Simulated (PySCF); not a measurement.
The system is C2GaFClH, in a box.

```
CELL_PARAMETERS angstrom
14.00000 0.00000 0.00000
0.00000 12.00000 0.00000
0.00000 0.00000 14.00000
ATOMIC_POSITIONS crystal
C 0.59280 0.57728 0.61529
C 0.52987 0.55007 0.56132
Ga 0.43227 0.50912 0.47594
F 0.35345 0.40234 0.50473
Cl 0.40791 0.58408 0.34166
H 0.64841 0.60116 0.66320
```

Base run:

* Program: PySCF 2.14.0
* Functional: MN15-L
* Dispersion: D3
* Potentials or basis: pob-tzvp-rev2 (all-electron)
* k mesh: 1 × 1 × 1
* Occupations: fixed
* Spin: no spin polarisation

Its results: gap between the frontier levels 5.76 eV.

Problem. After a change of settings the same cell gave: gap between the frontier levels 7.11 eV. Which change was it?
A. functional from MN15-L to M06; dispersion from D3 to D4
B. functional from MN15-L to HCTH407; dispersion from D3 to none
C. functional from MN15-L to wB97X; dispersion from D3 to none

Solution. A.

Caveats: this is a molecule in a periodic box at the Γ point, so its band gap is the HOMO-LUMO gap; relativity is left out, which matters for the heavier elements; the basis of atomic orbitals isn't converged, which shifts pressures, moduli and gaps; this basis is made for solids and lacks diffuse functions, so gaps of a molecule come out too wide by an eV or more.

Not every run made on this cell is shown here.
